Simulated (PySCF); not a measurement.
# EuH8O4 (Eu(H2O)43+): the cost of one run

Method: r2SCAN, Eu lcecp-1-SVP with ECP52, O def2-SVP, H def2-SVP; scalar-relativistic core potentials, no spin–orbit coupling; program: PySCF 2.14.0.

3 further runs of the same task are left out: 2 for a known fault of the program, 1 set aside as unsound or not needed.

**1. Starting geometry**

13 atoms, charge 3, spin multiplicity 1.

Bond lengths: Eu1–O2 2.331 Å, Eu1–O5 2.331 Å, Eu1–O8 2.331 Å, Eu1–O11 2.331 Å, O2–H3 0.986 Å, O2–H4 0.986 Å, O5–H6 0.986 Å, O5–H7 0.986 Å, O8–H9 0.986 Å, O8–H10 0.986 Å, O11–H12 0.986 Å, O11–H13 0.986 Å. Angles: O2–Eu1–O5 111.4°, O2–Eu1–O8 105.7°, O2–Eu1–O11 111.4°, O5–Eu1–O8 111.4°, O5–Eu1–O11 105.7°, O8–Eu1–O11 111.4°, Eu1–O2–H3 128.6°, Eu1–O2–H4 128.3°, H3–O2–H4 103.0°, Eu1–O5–H6 128.3°, Eu1–O5–H7 128.6°, H6–O5–H7 103.1°, Eu1–O8–H9 128.3°, Eu1–O8–H10 128.6°, H9–O8–H10 103.0°, Eu1–O11–H12 128.6°, Eu1–O11–H13 128.3°, H12–O11–H13 103.1°.

Geometry (Å):

| atom | x (Å) | y (Å) | z (Å) |
| --- | --- | --- | --- |
| Eu1 | 0.0000 | 0.0000 | 0.0000 |
| O2 | 1.4083 | 1.2802 | 1.3464 |
| H3 | 1.3497 | 1.4448 | 2.3169 |
| H4 | 2.2144 | 1.7841 | 1.0833 |
| O5 | -1.4083 | -1.3464 | 1.2802 |
| H6 | -2.2145 | -1.0833 | 1.7841 |
| H7 | -1.3496 | -2.3169 | 1.4449 |
| O8 | 1.4083 | -1.2802 | -1.3464 |
| H9 | 2.2144 | -1.7841 | -1.0833 |
| H10 | 1.3497 | -1.4448 | -2.3169 |
| O11 | -1.4083 | 1.3464 | -1.2802 |
| H12 | -1.3496 | 2.3169 | -1.4449 |
| H13 | -2.2145 | 1.0833 | -1.7841 |

Formal oxidation states: Eu +3. Each metal's 6 4f electrons lie in its core potential, so multiplicities, spins and levels count the valence alone. An earlier session relaxed this geometry at r2SCAN, Eu lcecp-1-SVP with ECP52, O def2-SVP, H def2-SVP (singlet, point group S4).

Its energy there is -339.693220 Eh.

**2. Atoms moved at random, σ = 0.06 Å**

The input, run.py (the lines that set the calculation):

```python
mol = gto.M(atom='''
Eu    -0.03629     0.04848    -0.07171
O      1.31403     1.24064     1.38930
H      1.40550     1.50924     2.28021
H      2.25551     1.70656     1.03925
O     -1.34063    -1.39898     1.27476
H     -2.18492    -1.10630     1.75031
H     -1.35512    -2.34358     1.50028
O      1.40709    -1.24525    -1.39597
H      2.26432    -1.86743    -1.12313
H      1.34913    -1.40121    -2.21154
O     -1.36791     1.40996    -1.35119
H     -1.45147     2.33717    -1.34026
H     -2.25924     1.11070    -1.74030''',
    basis={'Eu': 'lcecp-1-SVP', 'O': 'def2-SVP', 'H': 'def2-SVP'},
    ecp={'Eu': 'lcecp-1-SVP'},
    charge=3, spin=0)
mf = dft.RKS(mol, xc='R2SCAN')
mf.grids.atom_grid = (50, 194)  # f atoms: unpruned, at least (60, 302)
mf = mf.density_fit()  # fitting sets: Eu AutoAux, O def2-universal-JKFIT, H def2-universal-JKFIT
mf.conv_tol = 1e-08; mf.max_cycle = 55
mf.kernel(dm0)  # dm0: the density of the relaxed state
```

Launch:

```console
OMP_NUM_THREADS=2 python run.py
```

**Question.** How long does this run take on 2 threads of Arm Neoverse V2, shared host?

About 11 s.
